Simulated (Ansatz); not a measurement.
Run this with the Ansatz DFT code, driven from Python and show what comes out.

The script, `fdcheck.py`:
```python
# -*- coding: utf-8 -*-
'''Forces and pressure of Ge against finite differences of the energy, atoms off their sites.'''

import ansatz as az
import numpy as np

VECTORS = np.array([
    [4.02805, -0.05886, 0.03618],
    [-2.065, 3.33141, 0.01361],
    [0.05973, 0.06043, 6.37653],
])
SITES = [
    ('Ge', [0.68516, 0.32945, 0.0906]),
    ('Ge', [0.35385, 0.68558, 0.56139]),
    ('Ge', [0.70009, 0.34104, 0.44341]),
    ('Ge', [0.35067, 0.70502, 0.93471]),
]


def build(cell):
    crystal = az.Crystal(lattice=az.Lattice.of(cell))
    for symbol, position in SITES:
        crystal = crystal.atom(symbol, position)
    return crystal

def solve(crystal):
    return (
        crystal.calculation()
        .functional('pbesol')
        .occupations('Methfessel-Paxton', width=0.1)
        .basis(540, xc_grid=2)
        .kpoints(5, 5, 3)
        .scf(tolerance=1e-09)
        .forces()
        .stress()
        .run(threads=1)
    ).report


centre = solve(build(VECTORS))
start = build(VECTORS)
# move one atom both ways along a Cartesian axis
print(f'force on atom 0 along x: analytic {centre["forces_ev_ang"][0][0]:.4f} eV/A')
for h in (0.004, 0.016):
    shift = np.eye(3)[0] * h @ np.linalg.inv(VECTORS)
    plus, minus = (solve(start.move(0, to=np.array(SITES[0][1]) + sign * shift))['lagrangian_ev'] for sign in (1, -1))
    print(f'  step {h} A: numerical {-(plus - minus) / (2 * h):.4f} eV/A')
# P = -dF/dV; the difference feels the change of the plane-wave count with the cell
volume = abs(np.linalg.det(VECTORS))
larger, smaller = (solve(build(VECTORS * (1 + sign * 0.005) ** (1 / 3)))['lagrangian_ev'] for sign in (1, -1))
numerical = -(larger - smaller) / (0.01 * volume) * 160.21766
print(f'pressure: analytic {np.trace(centre["stress_gpa"]) / 3:.3f}, numerical {numerical:.3f} GPa')
```

Running `python fdcheck.py` prints:
```text
DeckWarning: output.stress: scf.convergence.dr2_threshold = 1e-9 eV is looser than the 4e-10 eV advised for a printed stress (1e-10 eV for each atom of the cell: 4). What an SCF threshold leaves in a [...]
force on atom 0 along x: analytic -0.6272 eV/A
  step 0.004 A: numerical -0.6273 eV/A
  step 0.016 A: numerical -0.6277 eV/A
pressure: analytic 8.142, numerical 8.144 GPa
```
(Warnings from the package without file and line, shortened.)

For a metal this k-point mesh is coarse: on a finer one energies can move by several to tens of meV an atom and pressures by half a GPa or more, differences at one mesh by less. Pressure is positive in compression. The cell is a database structure, distorted on purpose. The central difference errs as the square of the step, so the shorter step is the fairer test; what remains comes from the finite grid and the SCF threshold. Hardware and time: 110 s on 1 thread of Arm Neoverse V1, with other jobs on the host, peak memory 0.45 GiB.
